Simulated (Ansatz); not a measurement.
**CH₅GaOSSi: how energies converge with the basis set**

The task here is to estimate one member of a computed series from the others.

Computed with Ansatz 0.2.0, Gaussian basis. Level: one geometry, several basis sets.

Levels to be run: PBE0-D4/def2-SVP; ωB97M-V/def2-SVP; PBE0-D4/def2-QZVPP; ωB97M-V/def2-QZVPP; the functionals' def2-TZVPP values are taken from earlier runs.

## The geometry

An earlier PBE0-D4 in a triple-zeta def2 set relaxation fixed the geometry.

SMILES `[GaH2][SiH]1OCS1`, 10 atoms, charge 0, spin multiplicity 1.

Atoms are counted from 1 here; the program's logs count them from 0.

Bond lengths: Ga1–Si2 2.411 Å, Ga1–H6 1.570 Å, Ga1–H7 1.573 Å, Si2–O3 1.676 Å, Si2–S5 2.150 Å, Si2–H8 1.493 Å, O3–C4 1.414 Å, C4–S5 1.858 Å, C4–H9 1.092 Å, C4–H10 1.092 Å. Angles: Si2–Ga1–H6 121.8°, Si2–Ga1–H7 118.6°, H6–Ga1–H7 119.3°, Ga1–Si2–O3 116.8°, Ga1–Si2–S5 109.3°, Ga1–Si2–H8 116.0°, O3–Si2–S5 84.5°, O3–Si2–H8 110.9°, S5–Si2–H8 115.5°, Si2–O3–C4 99.5°, O3–C4–S5 104.2°, O3–C4–H9 111.0°, O3–C4–H10 111.2°, S5–C4–H9 109.8°, S5–C4–H10 110.1°, H9–C4–H10 110.4°, Si2–S5–C4 71.8°.

The first run:

The input, in.yaml:

```yaml
crystal:
  periodic: [false, false, false]
  atoms:
    - {symbol: Ga, position_ang: [-1.885689, 0.275758, -1.350381]}
    - {symbol: Si, position_ang: [-0.286537, -0.786661, 0.107432]}
    - {symbol: O, position_ang: [0.225252, 0.095467, 1.436832]}
    - {symbol: C, position_ang: [1.551141, 0.375483, 1.033203]}
    - {symbol: S, position_ang: [1.698874, -0.428437, -0.635876]}
    - {symbol: H, position_ang: [-2.520285, 1.669320, -1.005061]}
    - {symbol: H, position_ang: [-2.188332, -0.384398, -2.745368]}
    - {symbol: H, position_ang: [-0.585312, -2.199307, 0.488805]}
    - {symbol: H, position_ang: [2.272207, -0.067975, 1.723157]}
    - {symbol: H, position_ang: [1.718684, 1.450749, 0.947248]}
basis:
  gaussian: {orbitals: def2-SVP}
hamiltonian: {xc: pbe0, dispersion: d4}
output: {orbitals: {seedname: orbitals}}
```

The run is started by

```console
> ansatz run in.yaml --threads 4 --pin off --events-out ev --progress --plain --max-ram 10444MiB
```

Steps of the session up to this table: PBE0-D4 in def2-SVP; ωB97M-V in def2-SVP; PBE0-D4 in def2-QZVPP; ωB97M-V in def2-QZVPP.

One table of the session follows, with a row left open; its other results are not shown here.

It belongs to the step «Functionals by basis». 

```
functional       basis  HOMO (eV)  LUMO (eV)
   PBE0-D4    def2-SVP      -6.64      -2.26
   PBE0-D4  def2-TZVPP      -6.69      -2.28
   PBE0-D4  def2-QZVPP          ?          ?
   ωB97M-V    def2-SVP      -8.65      -0.51
   ωB97M-V  def2-TZVPP      -8.73      -0.56
   ωB97M-V  def2-QZVPP      -8.75      -0.66
```

**Question.** Estimate the row for PBE0-D4, def2-QZVPP.

The run gave: HOMO (eV): -6.71; LUMO (eV): -2.31. In the column «HOMO (eV)» it lies between ωB97M-V, def2-SVP (-8.65) and PBE0-D4, def2-TZVPP (-6.69).
